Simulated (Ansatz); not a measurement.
# HfH2: relaxation and properties

One table from this session's results is given with a row withheld; the runs are named, their logs left out.

Computed with Ansatz 0.2.0 (DFT r2SCAN, scalar-relativistic, plane waves, PAW, unless a step's input says otherwise).

### The structure to begin with

It takes space group I4/mmm (No. 139, tetragonal). Conventional cell: a = 3.478 Å, b = 3.478 Å, c = 4.361 Å, α = 90.00°, β = 90.00°, γ = 90.00°. Hf (site symmetry 4/mmm) is surrounded by 8 H at 2.05 Å. Around H (site symmetry -4m2) lie 4 Hf at 2.05 Å.

As a file:

```
CELL_PARAMETERS angstrom
-1.73900 1.73900 2.18050
1.73900 -1.73900 2.18050
1.73900 1.73900 -2.18050
ATOMIC_POSITIONS crystal
Hf 0.00000 0.00000 0.00000
H 0.75000 0.25000 0.50000
H 0.25000 0.75000 0.50000
```

Source of the structure: the Crystallography Open Database.

The first run:

(A quick probe on a coarse mesh, which set the mesh and smearing, is not shown.)

input.yaml reads:

```yaml
crystal:
  lattice:
    - [-1.739, 1.739, 2.1805]
    - [1.739, -1.739, 2.1805]
    - [1.739, 1.739, -2.1805]
  atoms:
    - { symbol: Hf, position: [0.0, 0.0, 0.0] }
    - { symbol: H, position: [0.75, 0.25, 0.5] }
    - { symbol: H, position: [0.25, 0.75, 0.5] }
basis:
  ecutwfc: 500
kpoints:
  mp_grid: { grid: [16, 16, 16] }
hamiltonian:
  xc: r2scan
scf:
  occupations: { method: gaussian, width: 0.1 }
output:
  forces: true
  stress: true
  eigenvalues: true
  write_density: true
  write_potential: true
  elf: true
  volumetric_format: npy
relax:
  adjacent_minimum: "off"
  f_tol: 0.005
  max_steps: 80
  cell: { stress_tol: 0.05 }
```

Command:

```console
> ansatz run input.yaml --threads 1 --pin off --max-ram 2560MiB --backend cpu --events-out ev --progress --plain --runs-dir out
```

Steps of the session up to this table: Relaxing cell and atoms; Static run: bands, density of states and charges; The cell scaled to 0.97 of its volume; Point at V/V0 = 1.03; Point at V/V0 = 0.94; Point at V/V0 = 1.06.

One of the session's tables, all rows but one given; the rest of the session is left out.

It belongs to the step «Equation of state». 

```
volume (Å³/atom)  energy above the lowest point (meV/atom)  pressure (GPa)
           8.101                                      16.4           10.59
           8.360                                         ?               ?
           8.618                                       0.0            0.01
           8.877                                       3.5           -4.27
           9.135                                      13.5           -7.98
```

**Question.** Estimate the row for volume (Å³/atom) = 8.360.

Worked estimate for «energy above the lowest point (meV/atom)». A straight line through the neighbours (8.101, 16.4) and (8.618, 0.0) gives 16.4 + (0.0 − 16.4) × (8.360 − 8.101) / (8.618 − 8.101) = 8.2; a parabola fitted to 3 rows on both sides gives 4.3.

The run gave: energy above the lowest point (meV/atom): 3.9; pressure (GPa): 4.94. In «energy above the lowest point (meV/atom)» the line misses by +4.3 and the parabola by +0.4.

Limits of these values: The start is a reported cell, which holds thermal expansion that this zero-temperature run lacks.
